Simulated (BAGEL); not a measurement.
# A workflow on C2H8GaN (SMILES [CH3][Ga]([CH3])[NH2])

We compute a single-point energy (HF/6-31G*), then a single-point energy (NEVPT2(2,2)/6-31G*), then a single-point energy (CASPT2(2,2)/6-31G*) of C2H8GaN. 

The calculation is run with BAGEL 1.2.2.

1 further run of the same task is left out (set aside as unsound or not needed).

### 1 The system as given

C2H8GaN has 12 atoms, charge 0, and is taken as a singlet. SMILES: `[CH3][Ga]([CH3])[NH2]`. One bond was lengthened or shortened from a relaxed shape.

Bond lengths: C1–Ga2 1.967 Å, Ga2–C3 1.967 Å, Ga2–N4 1.824 Å, C1–H5 1.091 Å, C1–H6 1.093 Å, C1–H7 0.929 Å, C3–H8 1.093 Å, C3–H9 1.091 Å, C3–H10 1.093 Å, N4–H11 1.006 Å, N4–H12 1.006 Å. Some angles: C1–Ga2–C3 126.1°, C1–Ga2–N4 117.0°, C3–Ga2–N4 117.0°, Ga2–C1–H5 111.8°, Ga2–C1–H6 110.6°, Ga2–C1–H7 110.6°, Ga2–C3–H8 110.6°, Ga2–C3–H9 111.7°, Ga2–C3–H10 110.6°, Ga2–N4–H11 124.2°.

### 2 The energy at HF/6-31G(d) (density fitting with svp-jkfit, spherical functions) (run 1)

The input, input.json:

```json
{ "bagel" : [

{
  "title" : "molecule",
  "basis" : "6-31gs.json",
  "df_basis" : "svp-jkfit",
  "geometry" : [
    { "atom" : "C", "xyz" : [    -0.70238474,     3.53256898,    -0.86742398 ] },
    { "atom" : "Ga", "xyz" : [     0.08714283,    -0.04468257,    -0.24173566 ] },
    { "atom" : "C", "xyz" : [     2.96160524,    -1.33933394,     1.72622513 ] },
    { "atom" : "N", "xyz" : [    -2.04446824,    -2.37906126,    -1.61575552 ] },
    { "atom" : "H", "xyz" : [    -2.39047709,     3.75026543,    -2.03130630 ] },
    { "atom" : "H", "xyz" : [    -1.00984318,     4.53072232,     0.91458776 ] },
    { "atom" : "H", "xyz" : [     0.63513695,     4.32766180,    -1.68034447 ] },
    { "atom" : "H", "xyz" : [     2.90869291,    -0.61027760,     3.65790318 ] },
    { "atom" : "H", "xyz" : [     2.96368394,    -3.39970234,     1.81069589 ] },
    { "atom" : "H", "xyz" : [     4.74815232,    -0.72271631,     0.89285591 ] },
    { "atom" : "H", "xyz" : [    -3.57590229,    -1.94763678,    -2.65567181 ] },
    { "atom" : "H", "xyz" : [    -1.83924398,    -4.25896080,    -1.42375935 ] }
  ]
},

{
  "title" : "hf"
},

{
  "title" : "print",
  "file" : "orbitals.molden",
  "orbitals" : true
}

]}
```

The basis set 6-31G* is read from a file made from the Basis Set Exchange's data (not shown).

Launch:

```sh
BAGEL_NUM_THREADS=1 BAGEL input.json > input.out
```

The program printed:

```text
* using 1 threads per process

  ===============================================================
  ===============================================================

  *** Geometry ***

  { "atom" : "C", "xyz" : [     -0.702385,      3.532569,     -0.867424 ] },
  { "atom" : "Ga", "xyz" : [      0.087143,     -0.044683,     -0.241736 ] },
  { "atom" : "C", "xyz" : [      2.961605,     -1.339334,      1.726225 ] },
  { "atom" : "N", "xyz" : [     -2.044468,     -2.379061,     -1.615756 ] },
  { "atom" : "H", "xyz" : [     -2.390477,      3.750265,     -2.031306 ] },
  { "atom" : "H", "xyz" : [     -1.009843,      4.530722,      0.914588 ] },
  { "atom" : "H", "xyz" : [      0.635137,      4.327662,     -1.680344 ] },
  { "atom" : "H", "xyz" : [      2.908693,     -0.610278,      3.657903 ] },
  { "atom" : "H", "xyz" : [      2.963684,     -3.399702,      1.810696 ] },
  { "atom" : "H", "xyz" : [      4.748152,     -0.722716,      0.892856 ] },
  { "atom" : "H", "xyz" : [     -3.575902,     -1.947637,     -2.655672 ] },
  { "atom" : "H", "xyz" : [     -1.839244,     -4.258961,     -1.423759 ] },

  Number of auxiliary basis functions:      637

  Since a DF basis is specified, we compute 2- and 3-index integrals:
    o Being stored without compression. Storage requirement is 0.041 GB

  Number of basis functions:       90
  Number of electrons      :       58

    * METHOD: MOLECULE                             0.52

  *** RHF ***

  === Nuclear Repulsion ===
   278.2123558630

      * DIIS with orbital gradients will be used.

  === RHF iteration (6-31gs.json) ===
      0      -2057.55669849          0.01925557           0.13
      1      -2057.72780008          0.01102512           0.13
      2      -2057.79500043          0.00160354           0.13
      3      -2057.79675217          0.00058497           0.13
      4      -2057.79696258          0.00008279           0.13
      5      -2057.79696898          0.00003890           0.13
      6      -2057.79697003          0.00001353           0.13
      7      -2057.79697031          0.00000322           0.13
      8      -2057.79697033          0.00000104           0.13
      9      -2057.79697033          0.00000056           0.13
     10      -2057.79697033          0.00000015           0.13
     11      -2057.79697033          0.00000005           0.13
     12      -2057.79697033          0.00000002           0.13
     13      -2057.79697033          0.00000001           0.13
    * SCF iteration converged.

    * Permanent dipole moment:
           (    0.034149,     0.041182,     0.054541) a.u.

    * METHOD: HF                                   2.14

    * METHOD: PRINT                                0.02

  ===============================================================
```

Wall time 2.8 s (1 thread of Arm Neoverse V1, shared host); peak memory 0.18 GiB.

### 3 The energy at NEVPT2(2,2)/6-31G(d) (density fitting with svp-jkfit, spherical functions) (run 2)

The input, job.json:

```json
{ "bagel": [

{
  "title": "molecule",
  "basis": "6-31gs.json",
  "df_basis": "svp-jkfit",
  "geometry": [
    { "atom": "C", "xyz": [ -0.70238474,  3.53256898, -0.86742398 ] },
    { "atom": "Ga", "xyz": [  0.08714283, -0.04468257, -0.24173566 ] },
    { "atom": "C", "xyz": [  2.96160524, -1.33933394,  1.72622513 ] },
    { "atom": "N", "xyz": [ -2.04446824, -2.37906126, -1.61575552 ] },
    { "atom": "H", "xyz": [ -2.39047709,  3.75026543, -2.03130630 ] },
    { "atom": "H", "xyz": [ -1.00984318,  4.53072232,  0.91458776 ] },
    { "atom": "H", "xyz": [  0.63513695,  4.32766180, -1.68034447 ] },
    { "atom": "H", "xyz": [  2.90869291, -0.61027760,  3.65790318 ] },
    { "atom": "H", "xyz": [  2.96368394, -3.39970234,  1.81069589 ] },
    { "atom": "H", "xyz": [  4.74815232, -0.72271631,  0.89285591 ] },
    { "atom": "H", "xyz": [ -3.57590229, -1.94763678, -2.65567181 ] },
    { "atom": "H", "xyz": [ -1.83924398, -4.25896080, -1.42375935 ] }
  ]
},
{
  "title": "hf"
},
{
  "title": "nevpt2",
  "nstate": 1,
  "nact": 2,
  "nclosed": 28,
  "nspin": 0,
  "active": [19, 43],
  "maxiter": 200,
  "natocc": "true",
  "ncore": 12
},
{
  "title": "print",
  "file": "orbitals.molden",
  "orbitals": "true"
}

]}
```

The basis set 6-31G* is read from a file made from the Basis Set Exchange's data (not shown).

Launch:

```sh
BAGEL_NUM_THREADS=1 BAGEL job.json > job.out
```

The program printed:

```text
* using 1 threads per process

  ===============================================================
  ===============================================================

  *** Geometry ***

  { "atom" : "C", "xyz" : [     -0.702385,      3.532569,     -0.867424 ] },
  { "atom" : "Ga", "xyz" : [      0.087143,     -0.044683,     -0.241736 ] },
  { "atom" : "C", "xyz" : [      2.961605,     -1.339334,      1.726225 ] },
[... 8 lines of this table left out ...]
  { "atom" : "H", "xyz" : [     -1.839244,     -4.258961,     -1.423759 ] },

  Number of auxiliary basis functions:      637

  Since a DF basis is specified, we compute 2- and 3-index integrals:
    o Being stored without compression. Storage requirement is 0.041 GB

  Number of basis functions:       90
  Number of electrons      :       58

    * METHOD: MOLECULE                             0.52

  *** RHF ***

  === Nuclear Repulsion ===
   278.2123558630

      * DIIS with orbital gradients will be used.

  === RHF iteration (6-31gs.json) ===
      0      -2057.55669849          0.01925557           0.14
      1      -2057.72780008          0.01102512           0.13
      2      -2057.79500043          0.00160354           0.13
[... 10 lines of this table left out ...]
     13      -2057.79697033          0.00000001           0.13
    * SCF iteration converged.

    * Permanent dipole moment:
           (    0.034149,     0.041182,     0.054541) a.u.

    * METHOD: HF                                   2.19

    * freezing 12 orbitals
  ---------------------------
      CASSCF calculation
  ---------------------------

    ==== Active orbitals : =====
         Orbital 19
         Orbital 43
    ============================

    * nstate   :      1
    * nclosed  :     28
    * nact     :      2
    * nvirt    :     60
  === CASSCF iteration (6-31gs.json) ===

    * Using the second-order algorithm

      0  0     -2057.79714455     3.73e-05      0.04

      1  0     -2057.80249837     3.39e-04      0.53
[... 15 lines of this table left out ...]
      9  0     -2057.80859120     2.48e-09      0.60

    * Second-order optimization converged. *

     guess   0:   closed 1.                   open ..

  === FCI iteration ===

      0  0     -2057.79691193     8.55e-02      0.00
      1  0     -2057.80858971     7.22e-04      0.00
      2  0 *   -2057.80859120     1.58e-15      0.00

     * ci vector, state   0, <S^2> = 0.0000
       2.     0.9976774628
       .2    -0.0681151981

  === DF-NEVPT2 calculation ===

    * 3-index integral transformation done
    * assembly done

      NEVPT2 correlation energy:   -0.6563567690      0.27

          (+0)     -0.6107845316
          (+0)'    -0.0131847606
          (+1)     -0.0025863169
          (+1)'    -0.0000000000
          (+2)     -0.0001448973
          (-1)     -0.0229295339
          (-1)'     0.0000000000
          (-2)     -0.0067267287

      NEVPT2 total energy:       -2058.4649479665

    * METHOD: NEVPT2                               6.89

    * METHOD: PRINT                                0.02

  ===============================================================
```

Wall time 9.9 s (1 thread of Arm Neoverse V1, shared host); peak memory 0.18 GiB.

### 4 A single-point energy at CASPT2(2,2)/6-31G(d) (density fitting with svp-jkfit, spherical functions) (run 3)

The input, job.json:

```json
{ "bagel" : [

{
  "title" : "molecule",
  "basis" : "6-31gs.json",
  "df_basis" : "svp-jkfit",
  "angstrom" : false,
  "geometry" : [
    { "atom" : "C", "xyz" : [ -0.70238474,  3.53256898, -0.86742398 ] },
    { "atom" : "Ga", "xyz" : [  0.08714283, -0.04468257, -0.24173566 ] },
    { "atom" : "C", "xyz" : [  2.96160524, -1.33933394,  1.72622513 ] },
    { "atom" : "N", "xyz" : [ -2.04446824, -2.37906126, -1.61575552 ] },
    { "atom" : "H", "xyz" : [ -2.39047709,  3.75026543, -2.03130630 ] },
    { "atom" : "H", "xyz" : [ -1.00984318,  4.53072232,  0.91458776 ] },
    { "atom" : "H", "xyz" : [  0.63513695,  4.32766180, -1.68034447 ] },
    { "atom" : "H", "xyz" : [  2.90869291, -0.61027760,  3.65790318 ] },
    { "atom" : "H", "xyz" : [  2.96368394, -3.39970234,  1.81069589 ] },
    { "atom" : "H", "xyz" : [  4.74815232, -0.72271631,  0.89285591 ] },
    { "atom" : "H", "xyz" : [ -3.57590229, -1.94763678, -2.65567181 ] },
    { "atom" : "H", "xyz" : [ -1.83924398, -4.25896080, -1.42375935 ] }
  ]
},
{
  "title" : "hf"
},
{
  "title" : "casscf",
  "nstate" : 1,
  "nact" : 2,
  "nclosed" : 28,
  "active" : [19, 43],
  "maxiter" : 200,
  "natocc" : true
},
{
  "title" : "print",
  "file" : "orbitals.molden",
  "orbitals" : true
},
{
  "title" : "smith",
  "method" : "caspt2",
  "ms" : true,
  "xms" : true,
  "sssr" : true,
  "shift" : 0.2,
  "shift_imag" : true,
  "ncore" : 12
}

]}
```

The basis set 6-31G* is read from a file made from the Basis Set Exchange's data (not shown).

Launch:

```sh
BAGEL_NUM_THREADS=1 BAGEL job.json > job.out
```

The program printed:

```text
* using 1 threads per process

  ===============================================================
  ===============================================================

  *** Geometry ***

  { "atom" : "C", "xyz" : [     -0.702385,      3.532569,     -0.867424 ] },
  { "atom" : "Ga", "xyz" : [      0.087143,     -0.044683,     -0.241736 ] },
  { "atom" : "C", "xyz" : [      2.961605,     -1.339334,      1.726225 ] },
[... 8 lines of this table left out ...]
  { "atom" : "H", "xyz" : [     -1.839244,     -4.258961,     -1.423759 ] },

  Number of auxiliary basis functions:      637

  Since a DF basis is specified, we compute 2- and 3-index integrals:
    o Being stored without compression. Storage requirement is 0.041 GB

  Number of basis functions:       90
  Number of electrons      :       58

    * METHOD: MOLECULE                             0.51

  *** RHF ***

  === Nuclear Repulsion ===
   278.2123558630

      * DIIS with orbital gradients will be used.

[... 6 lines left out ...]
    * SCF iteration converged.
[... 1 line left out ...]
    * Permanent dipole moment:
[... 27 lines left out ...]
    * Second-order optimization converged. *
[... 9 lines left out ...]
     * ci vector, state   0, <S^2> = 0.0000
[... 16 lines left out ...]
    * Zeroth order energy : state  0       -1.3283636171
[... 4 lines left out ...]
       #      aibj      arbs      arbi      airj      risj      airs      arst      rist         Etot      error   time
[... 2 lines left out ...]
       0  -0.60911  -0.00814  -0.02370  -0.00299  -0.00021  -0.01157  -0.00000  -0.00000   -0.6557378  0.0015837   0.13
       1  -0.60943  -0.00823  -0.02384  -0.00313  -0.00024  -0.01216  -0.00000  -0.00000   -0.6570297  0.0003850   0.11
       2  -0.60946  -0.00824  -0.02384  -0.00314  -0.00024  -0.01219  -0.00000  -0.00000   -0.6571113  0.0000890   0.11
       3  -0.60946  -0.00824  -0.02384  -0.00314  -0.00025  -0.01220   0.00000  -0.00000   -0.6571152  0.0000242   0.12
       4  -0.60946  -0.00824  -0.02384  -0.00314  -0.00025  -0.01220   0.00000  -0.00000   -0.6571155  0.0000064   0.12
       5  -0.60946  -0.00824  -0.02384  -0.00314  -0.00025  -0.01220  -0.00000  -0.00000   -0.6571155  0.0000015   0.12
       6  -0.60946  -0.00824  -0.02384  -0.00314  -0.00025  -0.01220  -0.00000  -0.00000   -0.6571155  0.0000004   0.13

      ------------------------------------------------------------------------------------------------------------------

    * CASPT2 energy : state  0    -2058.4685401304
        w/o shift correction      -2058.4657066990
        reference weight              0.8385838794

    * METHOD: SMITH                                1.24

  ===============================================================
```

It took 11 s on 1 thread of Arm Neoverse V1, shared host; peak memory 0.32 GiB.

### 5 Summary of results

```
                               quantity           value
         run 1, HF/6-31G*: total energy  -2057.79697 Eh
        run 1, HF/6-31G*: dipole moment          0.19 D
          run 1, HF/6-31G*: HOMO energy       -10.17 eV
          run 1, HF/6-31G*: LUMO energy         2.90 eV
        run 1, HF/6-31G*: HOMO–LUMO gap        13.07 eV
run 2, NEVPT2(2,2)/6-31G*: total energy  -2058.46495 Eh
run 3, CASPT2(2,2)/6-31G*: total energy  -2058.46854 Eh
```
